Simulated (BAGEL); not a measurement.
# singlet GeH2ClO− at 6 levels

Aim: a comparison of 6 runs (HF/3-21G, HF/6-31G*, B3LYP/6-31G*, B3LYP/def2-SVPD, PBE0/def2-SVPD, RI-MP2/def2-SVPD) of singlet GeH2ClO−. 

The calculation is run with BAGEL 1.2.2.

3 further runs of the same task are left out: 3 set aside as unsound or not needed. Runs told in other sessions of the task aren't counted.

**1. The structure to begin with**

GeH2ClO−: 5 atoms, total charge -1, spin state singlet. SMILES of the parent species: `[O][GeH2][Cl]`. The shape is that of a PBE0-D4/def2-TZVP optimisation. That shape belongs to the parent species and isn't relaxed for this state.

Bond lengths: O1–Ge2 1.781 Å, Ge2–Cl3 2.144 Å, Ge2–H4 1.531 Å, Ge2–H5 1.531 Å. Angles: O1–Ge2–Cl3 110.8°, O1–Ge2–H4 106.5°, O1–Ge2–H5 106.5°, Cl3–Ge2–H4 108.2°, Cl3–Ge2–H5 108.2°, H4–Ge2–H5 116.7°.

**2. A single-point energy at HF/3-21G (density fitting with qzvpp-jkfit) (run 1)**

input.json

```json
{ "bagel" : [

{
  "title" : "molecule",
  "basis" : "3-21g",
  "df_basis" : "qzvpp-jkfit",
  "angstrom" : true,
  "geometry" : [
    { "atom" : "O", "xyz" : [   -0.272400,   -0.591800,    1.625500 ] },
    { "atom" : "Ge", "xyz" : [    0.123700,   -0.081200,   -0.034500 ] },
    { "atom" : "Cl", "xyz" : [   -1.347100,    1.290100,   -0.778900 ] },
    { "atom" : "H", "xyz" : [    0.081000,   -1.343800,   -0.899000 ] },
    { "atom" : "H", "xyz" : [    1.464600,    0.653000,    0.045400 ] }
  ]
},
{
  "title" : "hf",
  "charge" : -1
},
{
  "title" : "print",
  "file" : "orbitals.molden",
  "orbitals" : true
}

]}
```

Started as:

```console
$ BAGEL_NUM_THREADS=1 BAGEL input.json > input.out
```

The log of the run:

```text
* using 1 threads per process

  ===============================================================
  ===============================================================

  *** Geometry ***

  { "atom" : "O", "xyz" : [     -0.514761,     -1.118340,      3.071750 ] },
  { "atom" : "Ge", "xyz" : [      0.233759,     -0.153446,     -0.065196 ] },
  { "atom" : "Cl", "xyz" : [     -2.545650,      2.437936,     -1.471908 ] },
  { "atom" : "H", "xyz" : [      0.153068,     -2.539414,     -1.698864 ] },
  { "atom" : "H", "xyz" : [      2.767693,      1.233991,      0.085794 ] },

  Number of auxiliary basis functions:      507

  Since a DF basis is specified, we compute 2- and 3-index integrals:
    o Being stored without compression. Storage requirement is 0.009 GB

  Number of basis functions:       48
  Number of electrons      :       59

    * METHOD: MOLECULE                             0.18

  *** RHF ***

  === Nuclear Repulsion ===
   264.0476202487

      * DIIS with orbital gradients will be used.

  === RHF iteration (3-21g) ===
      0      -2597.98243647          0.03348262           0.05
      1      -2597.87716550          0.04083404           0.05
      2      -2598.26519773          0.00306430           0.05
[... 11 lines of this table left out ...]
     14      -2598.26896547          0.00000001           0.05
    * SCF iteration converged.

    * Permanent dipole moment:
           (   -0.710253,    -0.322296,     1.722387) a.u.

    * METHOD: HF                                   0.81

    * METHOD: PRINT                                0.00

  ===============================================================
```

Run time: 1.2 s. Hardware: 1 thread of Arm Neoverse V2, shared host.

**3. A single-point energy at HF/6-31G(d) (density fitting with qzvpp-jkfit, spherical functions) (run 2)**

input.json

```json
{ "bagel": [

{
  "title": "molecule",
  "basis": "6-31gs.json",
  "df_basis": "qzvpp-jkfit",
  "angstrom": true,
  "geometry": [
    { "atom": "O", "xyz": [   -0.272400,   -0.591800,    1.625500 ] },
    { "atom": "Ge", "xyz": [    0.123700,   -0.081200,   -0.034500 ] },
    { "atom": "Cl", "xyz": [   -1.347100,    1.290100,   -0.778900 ] },
    { "atom": "H", "xyz": [    0.081000,   -1.343800,   -0.899000 ] },
    { "atom": "H", "xyz": [    1.464600,    0.653000,    0.045400 ] }
  ]
},
{
  "title": "hf",
  "charge": -1
},
{
  "title": "print",
  "file": "orbitals.molden",
  "orbitals": true
}

]}
```

The basis set 6-31G* is read from a file made from the Basis Set Exchange's data (not shown).

Started as:

```console
$ BAGEL_NUM_THREADS=1 BAGEL input.json > input.out
```

The log of the run:

```text
* using 1 threads per process

  ===============================================================
  ===============================================================

  *** Geometry ***

  { "atom" : "O", "xyz" : [     -0.514761,     -1.118340,      3.071750 ] },
  { "atom" : "Ge", "xyz" : [      0.233759,     -0.153446,     -0.065196 ] },
  { "atom" : "Cl", "xyz" : [     -2.545650,      2.437936,     -1.471908 ] },
  { "atom" : "H", "xyz" : [      0.153068,     -2.539414,     -1.698864 ] },
  { "atom" : "H", "xyz" : [      2.767693,      1.233991,      0.085794 ] },

  Number of auxiliary basis functions:      507

  Since a DF basis is specified, we compute 2- and 3-index integrals:
    o Being stored without compression. Storage requirement is 0.019 GB

  Number of basis functions:       68
  Number of electrons      :       59

    * METHOD: MOLECULE                             0.22

  *** RHF ***

  === Nuclear Repulsion ===
   264.0476202487

      * DIIS with orbital gradients will be used.

  === RHF iteration (6-31gs.json) ===
      0      -2610.25900312          0.02727401           0.06
      1      -2610.11389911          0.03431751           0.06
      2      -2610.59951319          0.00224102           0.06
[... 12 lines of this table left out ...]
     15      -2610.60327043          0.00000001           0.06
    * SCF iteration converged.

    * Permanent dipole moment:
           (   -0.529027,    -0.566513,     1.973196) a.u.

    * METHOD: HF                                   1.08

    * METHOD: PRINT                                0.01

  ===============================================================
```

Run time: 1.5 s. Hardware: 1 thread of Arm Neoverse V2, shared host; peak memory 0.11 GiB.

Runs 3 to 5 aren't shown in full; the table further down has their settings and results.

**4. A single-point energy at RI-MP2/def2-SVPD (density fitting with qzvpp-jkfit) (run 6)**

Edit input.json of step 3 so:

```diff
@@ -4,3 +4,3 @@
   "title": "molecule",
-  "basis": "6-31gs.json",
+  "basis": "def2-svpd.json",
   "df_basis": "qzvpp-jkfit",
@@ -15,11 +15,4 @@
 },
-{
-  "title": "hf",
-  "charge": -1
-},
-{
-  "title": "print",
-  "file": "orbitals.molden",
-  "orbitals": true
-}
+{ "title": "hf", "charge": -1 },
+{ "title": "mp2", "charge": -1, "ncore": 15 }
```

The basis set def2-SVPD is read from a file made from the Basis Set Exchange's data (not shown).

Started as:

```console
$ BAGEL_NUM_THREADS=1 BAGEL input.json > input.out
```

The log of the run:

```text
* using 1 threads per process

  ===============================================================
  ===============================================================

  *** Geometry ***

[... 29 lines left out ...]
    * SCF iteration converged.
[... 1 line left out ...]
    * Permanent dipole moment:
[... 2 lines left out ...]
    * METHOD: HF                                   1.96

  *** RHF ***

  === Nuclear Repulsion ===
   264.0476202487

      * DIIS with orbital gradients will be used.

  === RHF iteration (def2-svpd.json) ===
      0      -2610.48072475          0.00000000           0.09
    * SCF iteration converged.

    * Permanent dipole moment:
           (   -0.483350,    -0.672477,     2.130297) a.u.

  === DF-MP2 calculation ===

    * freezing 15 orbitals
    * 3-index integral transformation done
    * assembly done

      MP2 correlation energy:   -0.6085183321      0.05

      MP2 total energy:       -2611.0892430785

    * METHOD: MP2                                  0.26

  ===============================================================
```

Wall time 2.6 s (1 thread of Arm Neoverse V2, shared host); peak memory 0.15 GiB.

**5. All runs side by side**

```
run                                                                 level  frozen core orbitals   energy (Eh)  HOMO energy (eV)  LUMO energy (eV)  HOMO–LUMO gap (eV)  wall time
  1                           HF/3-21G (density fitting with qzvpp-jkfit)                     –  -2598.268965             -3.41              9.16               12.57      1.2 s
  2     HF/6-31G* (density fitting with qzvpp-jkfit, spherical functions)                     –  -2610.603270             -3.91              8.56               12.47      1.5 s
  3  B3LYP/6-31G* (density fitting with qzvpp-jkfit, spherical functions)                     –  -2613.433134              0.17              5.43                5.26      6.9 s
  4                    B3LYP/def2-SVPD (density fitting with qzvpp-jkfit)                     –  -2613.317750             -0.76              4.06                4.82      8.1 s
  5                     PBE0/def2-SVPD (density fitting with qzvpp-jkfit)                     –  -2612.759053             -0.97              4.34                5.31      8.1 s
  6                   RI-MP2/def2-SVPD (density fitting with qzvpp-jkfit)                    15  -2611.089243                 –                 –                   –      2.6 s
```

**6. Outcome**

| quantity | value |
| --- | --- |
| run 6: total energy | -2611.08924 Eh |
| run 6: correlation energy (15 core orbitals frozen) | -608.5 mEh |

What this shows: Over runs 1, 2, 3, 4, 5 the HOMO–LUMO gap runs from 4.82 eV (B3LYP/def2-SVPD) to 12.57 eV (HF/3-21G). The two ends differ in method and basis. The empty levels of an anion lie above zero and hang on the basis. Totals of different functionals can't be ranked against each other. In run 3 the HOMO lies above zero, from self-interaction, a short basis or an electron that isn't bound. All runs together took 28 s, the longest 8.1 s.
